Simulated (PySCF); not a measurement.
# TlBr+: from the state search to spectroscopic constants

Aim: find the lowest electronic state of TlBr+, scan its bond at several levels of theory, and get bond length, wavenumber and dissociation energy from each curve.

Program: PySCF 2.14.0. Level of theory: Tl def2-SVP with ECP60, Br def2-SVP, scalar-relativistic core potentials. These are calculated values, not measurements.

**1. Set-up**

Settings of the job:

| Quantity | Value |
| --- | --- |
| atoms | Tl, Br |
| charge | 1 |
| basis | Tl def2-SVP with ECP60, Br def2-SVP |
| Hamiltonian | scalar-relativistic core potentials |
| basis functions | 58 |
| electrons treated | 55 |
| masses in u | 204.9744, 78.9183 |
| levels | PBE0, PBE, r²SCAN, MN15, M06-2X, M06, LC-ωPBE, HF, MP2, SCS-MP2, CCSD, CCSD(T) |
| grid | 80 radial by 434 angular points |
| occupations | held fixed by the projection of orbital angular momentum |
| dissociation limit | Tl+ + Br, each in its ground configuration |
| starting distance in angstrom | 2.645 |
| values of 2S to try | 1, 3 |

Started as:

```
> OMP_NUM_THREADS=1 python dia.py task.json out
```

Further steps of the session: The PBE0 curve of the state that the search chose; Higher solutions at PBE0; PBE (GGA); r²SCAN; MN15; M06-2X; M06 (hybrid meta-GGA); LC-ωPBE (range-separated hybrid); UHF (mean field); MP2 and coupled cluster.

Before running it: what results should come out? Wanted: for each run, Re; ωe; De; μ.

**Answer**, as computed:

Lowest PBE0 solution found, without spin–orbit coupling: ²Π (doublet), unpaired electrons π ↑. The other levels ran on it alone.

| level | Re (Å) | ωe (cm⁻¹) | De (eV) | μ (D) |
| --- | --- | --- | --- | --- |
| UHF | 3.616 | 48.6 | 0.193 | -3.29 |
| UHF-MP2 | 3.387 | 65.7 | 0.298 | n/a |
| UHF-SCS-MP2 | 3.428 | 62.3 | 0.276 | n/a |
| UHF-CCSD | 3.419 | 63.0 | 0.282 | n/a |
| UHF-CCSD(T) | 3.396 | 65.2 | 0.295 | n/a |
| PBE | 3.262 | 79.6 | 0.434 | -1.61 |
| r²SCAN | 3.261 | 79.2 | 0.395 | -1.81 |
| PBE0 | 3.286 | 75.6 | 0.365 | -1.96 |
| M06 | 3.294 | 78.6 | 0.373 | -2.04 |
| MN15 | 3.256 | 80.0 | 0.427 | -1.89 |
| M06-2X | 3.343 | 74.2 | 0.342 | -2.34 |
| LC-ωPBE | 3.319 | 69.7 | 0.294 | -2.34 |

De is counted to Tl+ + Br in their ground configurations. A positive dipole points from Tl to Br; in an ion it is taken about the centre of mass and does not tell which atom is negative.

In words: The methods spread over 0.359 Å in bond length, from MN15 to UHF. CCSD(T) can't serve as the judge here: for a weak bond in this basis it is far from its limit. Among the levels with a De in the table, it runs from 0.193 eV (UHF) to 0.434 eV (PBE).

Correlated steps freeze 13 core orbitals. These are scalar-relativistic numbers at best; spin–orbit coupling would shift them, the dissociation energy most. With spin–orbit coupling the term label itself may not hold.
